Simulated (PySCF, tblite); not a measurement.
# C₆H₁₁ClOSi: infrared bands and NMR shifts

Wanted: the infrared bands and NMR shifts of C₆H₁₁ClOSi (`CC/C(C(=O)Cl)=C(\C)[SiH3]`), by calculation.

Computed with tblite 0.8.0 and PySCF 2.14.0, with density-fitted response routines of our own, on a single molecule in the gas phase. Atoms count from 0, in the outputs and in this text.

## Step 1: Starting geometry

20 atoms, charge 0, multiplicity 1; geometry from: GFN2-xTB.

Bonds of the start (Å): C0–C1 1.53, C1–C2 1.50, C2–C3 1.44, C3–O4 1.21, C3–Cl5 1.76, C2–C6 1.35, C6–C7 1.49, C6–Si8 1.91, C0–H9 1.09, C0–H10 1.09, C0–H11 1.09, C1–H12 1.09, C1–H13 1.09, C7–H14 1.09, C7–H15 1.09, C7–H16 1.09, Si8–H17 1.46, Si8–H18 1.48, Si8–H19 1.46.

## Step 2: Harmonic vibrations with GFN2-xTB

Job settings and geometry (Å):

```
{"job": {"kind": "ir", "xc": "GFN2-xTB", "basis": "xTB"}, "charge": 0, "multiplicity": 1}
C     -2.243113    -0.213190     1.100747
C     -1.681058     0.307864    -0.223308
C     -0.302908    -0.241063    -0.476044
C     -0.148294    -1.524837    -1.113922
O      0.902235    -2.061541    -1.361116
Cl    -1.618807    -2.382565    -1.558870
C      0.862150     0.343022    -0.114214
C      0.929082     1.650711     0.588779
Si     2.531190    -0.487875    -0.516042
H     -2.324616    -1.296943     1.076257
H     -1.593708     0.064118     1.928350
H     -3.231737     0.202440     1.279571
H     -2.345930     0.011351    -1.035084
H     -1.647695     1.397659    -0.207017
H      1.334362     2.394986    -0.097410
H      1.626996     1.577846     1.420646
H     -0.029755     2.000210     0.960804
H      2.717008    -1.693625     0.280985
H      3.496139     0.498674     0.017274
H      2.763310    -0.536564    -1.953423
```

**Question.** This job is followed by: GIAO PBE0/pcSseg-1 NMR shielding, non-relativistic, gas phase. Predict these results of the whole session: strongest single infrared mode (GFN2-xTB); zero-point energy (GFN2-xTB); 13C shifts against TMS (PBE0/pcSseg-1); 1H shifts against TMS (PBE0/pcSseg-1, means over atoms taken as alike); 17O shifts against H2O (PBE0/pcSseg-1); 35Cl shifts against HCl (PBE0/pcSseg-1); 29Si shifts against TMS (PBE0/pcSseg-1).

As calculated:

```
                                                              quantity                                      value
                             strongest single infrared mode (GFN2-xTB)                      2133 cm⁻¹, 427 km/mol
                                          zero-point energy (GFN2-xTB)                              94.0 kcal/mol
                                13C shifts against TMS (PBE0/pcSseg-1)  186.1, 184.5, 149.9, 27.4, 27.0, 16.9 ppm
1H shifts against TMS (PBE0/pcSseg-1, means over atoms taken as alike)                 4.27, 2.79, 2.47, 1.15 ppm
                                17O shifts against H2O (PBE0/pcSseg-1)                                  537.7 ppm
                               35Cl shifts against HCl (PBE0/pcSseg-1)                                    401 ppm
                               29Si shifts against TMS (PBE0/pcSseg-1)                                  -74.4 ppm
```

What this shows: All 54 modes are real, so the xTB geometry is a minimum. The strongest single mode, at 2133 cm⁻¹, moves mainly H18. GFN2-xTB is a fitted tight-binding method: band positions and strengths are rough. Its intensities can rank the bands wrongly. At PBE0/pcSseg-1: Shielding is most anisotropic at O4 (span 806 ppm, paramagnetic term -606 ppm).
